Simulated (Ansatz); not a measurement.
# HF/3-21G run of CH4GeO2 (SMILES O=C[O][GeH3])

Aim: the electronic atomisation energy of CH4GeO2 at HF/3-21G, from 5 runs. 

The calculation is run with Ansatz 0.2.0.

53 further runs of the same task are left out: 53 set aside as unsound or not needed. Runs told in other sessions of the task aren't counted.

## 1. The system as given

CH4GeO2 has 8 atoms, charge 0, and is taken as a singlet. As SMILES, `O=C[O][GeH3]`. Geometry: relaxed at PBE0-D4/def2-TZVP. This is one conformer, not always the lowest.

Bond lengths: O1–C2 1.203 Å, C2–O3 1.318 Å, O3–Ge4 1.840 Å, C2–H5 1.101 Å, Ge4–H6 1.528 Å, Ge4–H7 1.528 Å, Ge4–H8 1.531 Å. Angles: O1–C2–O3 124.7°, C2–O3–Ge4 113.7°, O1–C2–H5 123.7°, O3–C2–H5 111.6°, O3–Ge4–H6 108.6°, O3–Ge4–H7 108.6°, O3–Ge4–H8 100.3°, H6–Ge4–H7 113.7°, H6–Ge4–H8 112.4°, H7–Ge4–H8 112.4°.

## 2. A single-point energy at HF/3-21G

job.yaml reads:

```yaml
basis:
  gaussian:
    orbitals: 3-21G-spherical.json
crystal:
  periodic: [false, false, false]
  atoms:
    - {symbol: O, position_ang: [1.249800, -0.737800, 1.111600]}
    - {symbol: C, position_ang: [1.395900, 0.277800, 0.484100]}
    - {symbol: O, position_ang: [0.493200, 0.797800, -0.322800]}
    - {symbol: Ge, position_ang: [-1.061900, -0.180000, -0.421000]}
    - {symbol: H, position_ang: [2.310300, 0.889700, 0.516800]}
    - {symbol: H, position_ang: [-1.700900, -0.218500, 0.966900]}
    - {symbol: H, position_ang: [-0.732900, -1.562300, -0.983900]}
    - {symbol: H, position_ang: [-1.861500, 0.676100, -1.407500]}
accuracy: high
output:
  orbitals: {seedname: orbitals}
hamiltonian:
  xc: hf
```

The basis set 3-21G is read from a file made from the Basis Set Exchange's data (not shown).

Run with:

```sh
ansatz run job.yaml --threads 1 --pin off --max-ram 2610MiB --events-out events.jsonl --progress --plain --runs-dir runs
```

The log of the run:

```text
Warning: RAYON_NUM_THREADS=1 ignored (pool sized by the plan → 1); use --threads N
Functional definition: HF
  name "HF"
  exchange = exact_x
  correlation = 0
1154 factors; integrals over basis functions are off by at most 9.4e-9 eV
mean field evaluation 1: about -61337.1761 eV, gradient 3.8e1 eV
mean field evaluation 2: about -61337.5256 eV, gradient 3.9e1 eV
mean field evaluation 4: about -61340.5533 eV, gradient 2.8e0 eV
mean field evaluation 8: about -61340.6008 eV, gradient 4.7e-1 eV
mean field evaluation 16: about -61340.6027 eV, gradient 2.6e-8 eV
mean field -61340.60273894 eV, -2254.2255725022 hartree, gradient 2.9e-8 eV, S^2 0.000000; 0 other end points of the search recorded, 0 dependent functions left out
reference -61340.60273894 eV, -2254.2255725022 hartree; 29, 29 occupied and 28, 28 virtual orbitals, 1154 factors
Total energy: -61340.60273894 eV, -2254.2255725022 hartree
```

Run time: 1.3 s. Hardware: 1 thread of Arm Neoverse V2, shared host; peak memory 0.13 GiB.

## 3. The C atom, same level

molecule.yaml reads:

```yaml
crystal:
  periodic: [false, false, false]
  atoms:
    - symbol: C
      position_ang: [0.000000, 0.000000, 0.000000]
basis:
  gaussian: {orbitals: 3-21G.json}
magnetization: {spin_polarized: true, initial_magnetization: 2}
hamiltonian: {xc: hf}
accuracy: high
```

The basis set 3-21G is read from a file made from the Basis Set Exchange's data (not shown).

Run the same way, it converges to -37.48107 Eh (log not shown).

## 4. The Ge atom, same level

molecule.yaml reads:

```yaml
crystal:
  periodic: [false, false, false]
  atoms:
    - {symbol: Ge, position_ang: [0.000000, 0.000000, 0.000000]}
basis:
  gaussian: {orbitals: 3-21G-spherical.json}
magnetization: {spin_polarized: true, initial_magnetization: 2}
hamiltonian: {xc: hf}
accuracy: high
```

The basis set 3-21G is read from a file made from the Basis Set Exchange's data (not shown).

Run the same way, it converges to -2065.29167 Eh (log not shown).

## 5. The H atom at the same level

run.yaml reads:

```yaml
crystal:
  periodic: [false, false, false]
  atoms:
    - symbol: H
      position_ang: [0.000000, 0.000000, 0.000000]
basis:
  gaussian:
    orbitals: 3-21G.json
magnetization:
  spin_polarized: true
  initial_magnetization: 1
hamiltonian:
  xc: hf
accuracy: high
```

The basis set 3-21G is read from a file made from the Basis Set Exchange's data (not shown).

Run the same way, it converges to -0.49620 Eh (log not shown).

## 6. The O atom

input.yaml reads:

```yaml
crystal:
  periodic: [false, false, false]
  atoms:
    - {symbol: O, position_ang: [0.000000, 0.000000, 0.000000]}
basis:
  gaussian: {orbitals: 3-21G.json}
hamiltonian: {xc: hf}
accuracy: high
magnetization: {spin_polarized: true, initial_magnetization: 2}
```

The basis set 3-21G is read from a file made from the Basis Set Exchange's data (not shown).

Run the same way, it converges to -74.39366 Eh (log not shown).

## 7. Summary of results

At HF/3-21G:

| quantity | value |
| --- | --- |
| molecule: total energy | -2254.22557 Eh |
| molecule: HOMO energy | -12.29 eV |
| molecule: LUMO energy | 3.57 eV |
| molecule: HOMO–LUMO gap | 15.85 eV |
| C atom: total energy | -37.48107 Eh |
| C atom: ⟨S²⟩ | 2.001 |
| Ge atom: total energy | -2065.29167 Eh |
| Ge atom: ⟨S²⟩ | 2.000 |
| H atom: total energy | -0.49620 Eh |
| H atom: ⟨S²⟩ | 0.750 |
| O atom: total energy | -74.39366 Eh |
| O atom: ⟨S²⟩ | 2.001 |
| electronic atomisation energy | 18.524 eV |

In words: Taking the molecule apart into free atoms costs 18.52 eV (1787 kJ/mol), before zero-point energy and without spin-orbit coupling. Hartree–Fock lacks the correlation of the bonding pairs, which as a rule makes this value much too low; in minimal bases other errors can mask that. The basis has no polarisation functions, which makes bonds too weak.
